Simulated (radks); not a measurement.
# Ionisation of Ar: one atom, several choices of exchange strength α

The task here is to estimate one member of a computed series from the others.

The numbers are computed with radks (a radial shooting solver on a logarithmic mesh, Libxc functionals) version 1 (non-relativistic Kohn-Sham, spin-unpolarised, spherical densities, point nucleus), except any that are marked as measured or tabulated.

### The system

- element: argon (Z = 18)
- charge: 0
- electrons: 18
- configuration: [Ar]
- ion: Ar⁺, [Ne] 3s2 3p5
- choices: α = 0.561; α = 0.608; α = 0.667; α = 0.767; α = 0.834; α = 0.915; α = 0.944; α = 0.99

Outer shells as boxes (Hund's rule):

Ar
```
[Ne] core
3s [↑↓]
3p [↑↓][↑↓][↑↓]
```

Ar⁺
```
[Ne] core
3s [↑↓]
3p [↑↓][↑↓][↑ ]
```

The first run:

The run's settings:

```text
Z 18
configuration [Ar]
relativity non-relativistic
functional xalpha 0.561
spin unpolarised
nucleus point
```

Among the steps run: α = 0.561: Ar.

One of the session's tables, all rows but one given; the rest of the session is left out.

It belongs to the step «α = 0.561: Ar». From the orbitals of this run (lengths in bohr):

```
level      <r>  outermost maximum (interpolated)  90 % within  nodes
   1s  0.08662                            0.0568        0.155      0
   2s   0.4205                             0.343        0.657      1
   2p   0.3812                             0.283        0.632      0
   3s        ?                                 ?            ?      ?
   3p    1.725                              1.31         2.78      1
```

Q: Estimate the row for 3s from the others.

**Answer.** <r>: 1.433; outermost maximum (interpolated): 1.19; 90 % within: 2.19; nodes: 2. In the column «<r>» it lies between 2s (0.4205) and 3p (1.725).

To keep in mind: Spin polarisation and multiplet splitting are left out, so open shells lie too high by an amount that depends on their filling.
